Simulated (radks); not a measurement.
**Nb⁺ inside a hard spherical wall**

One table from this session's results is given with a row withheld; the runs are named, their logs left out.

Method: scalar-relativistic Kohn-Sham, LDA (Slater exchange, VWN5 correlation), spin-polarised, spherical densities, finite nucleus; open shells are filled with parallel spins first. Code: radks (a radial shooting solver on a logarithmic mesh, Libxc functionals) version 1.

**The system**

* element: niobium (Z = 41)
* charge: +1
* electrons: 40
* configuration: [Kr] 4d4
* nuclear rms radius: 4.324 fm

Outer shells as boxes (Hund's rule):

Nb⁺
```
[Kr] core
4d [↑ ][↑ ][↑ ][↑ ][  ]
```

The first run:

Input:

```text
Z 41
configuration [Kr] 4d4 5s0 5p0 4f0
relativity scalar-relativistic
functional lda,vwn5
spin polarised
nucleus finite rms 4.324 fm
c 137.035999084
```

Among the steps run: The free atom; Wall at 20 bohr; Wall at 15 bohr; Wall at 7 bohr; Wall at 6 bohr; Wall at 4 bohr; Wall at 3.5 bohr; Wall at 3 bohr; Wall at 2.5 bohr; Wall at 2 bohr; Wall at 1.5 bohr.

One table of the session follows, with a row left open; its other results are not shown here.

| R (bohr) | E − E(free) (eV) | ε(4d) (eV) | ε(5s, empty) (eV) | ε(5p, empty) (eV) | ε(4f, empty) (eV) |
| --- | --- | --- | --- | --- | --- |
| free | 0.000 | -10.283 | -10.214 | -6.204 | -0.940 |
| 20 | -0.000 | -10.283 | -10.214 | -6.204 | -0.787 |
| 15 | ? | ? | ? | ? | ? |
| 7 | 0.063 | -10.153 | -9.995 | -5.573 | 3.562 |
| 6 | 0.273 | -9.858 | -9.460 | -4.529 | 5.809 |
| 4 | 5.015 | -6.386 | -1.939 | 6.446 | 17.461 |
| 3.5 | 11.052 | -3.394 | 5.353 | 15.901 | 24.186 |
| 3 | 26.515 | 2.491 | 20.414 | 34.210 | 34.909 |
| 2.5 | 72.309 | 15.347 | 54.183 | 72.675 | 53.887 |
| 2 | 230.60 | 47.123 | 137.97 | 162.71 | 92.349 |
| 1.5 | 882.51 | 140.50 | 378.91 | 409.30 | 184.03 |

Q: Estimate the row for R (bohr) = 15 from the others.

Worked estimate for «E − E(free) (eV)». A straight line through the neighbours (20, -0.000) and (7, 0.063) gives -0.000 + (0.063 + 0.000) × (15 − 20) / (7 − 20) = 0.024; a parabola fitted to 3 rows on both sides gives -0.562.

**Answer.** E − E(free) (eV): 0.000; ε(4d) (eV): -10.283; ε(5s, empty) (eV): -10.214; ε(5p, empty) (eV): -6.203; ε(4f, empty) (eV): -0.465. In «E − E(free) (eV)» the line misses by +0.024 and the parabola by -0.562. Between these rows the values bend or scatter more than so simple an estimate can follow.

In words: Eigenvalues are for spin up. From R = 3 bohr inwards the highest occupied level lies above zero, pushed up by confinement. Shells are not refilled when levels cross, and a hard wall is a model, not a crystal.
